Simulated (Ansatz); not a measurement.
## BiS under changes of volume

One of the cells (32.071 Å³/atom); the others are scaled copies at fixed shape and fractional positions:

```
Bi S
1.0
     4.00294    0.00000    0.00000
     0.00000    4.00294    0.00000
     0.00000    0.00000    4.00294
Bi S
1 1
Direct
  0.50000 0.50000 0.50000
  0.00000 0.00000 0.00000
```

The cell was built by a generator and needn't be a form met in nature.

| Quantity | Value |
| --- | --- |
| Program | Ansatz 0.2.0 |
| Functional | PBE |
| Potentials or basis | all-electron LAPW, scalar-relativistic |
| Cutoff | 136 eV (chosen from the basis error) |
| Basis error allowed | 0.0005 eV/atom |
| k mesh | 7 × 7 × 7 |
| Occupations | fermi-dirac, width 0.05 eV |
| Spin | no spin polarisation |

```tsv
volume (Å³/atom)	energy over the lowest point (meV/atom)	pressure (GPa)
30.146	0.00	-10.2
30.788	?	?
31.429	84.14	-10.7
32.071	127.54	-10.9
32.712	171.61	-11.1
33.354	216.17	-11.2
33.995	261.10	-11.2
```

Q: What does the run at 30.788 Å³/atom give?

A: Energy over the lowest point 41.56 meV/atom; pressure -10.5 GPa.

Worked out: A Birch-Murnaghan fit of order 3 (a polynomial in V^(-2/3)) to the other rows has no minimum within the range. It gives 41.59 meV/atom at 30.788 Å³/atom, against the run's 41.56, and -dE/dV = -10.5 GPa, against -10.5.

Energies are extrapolated to zero smearing.
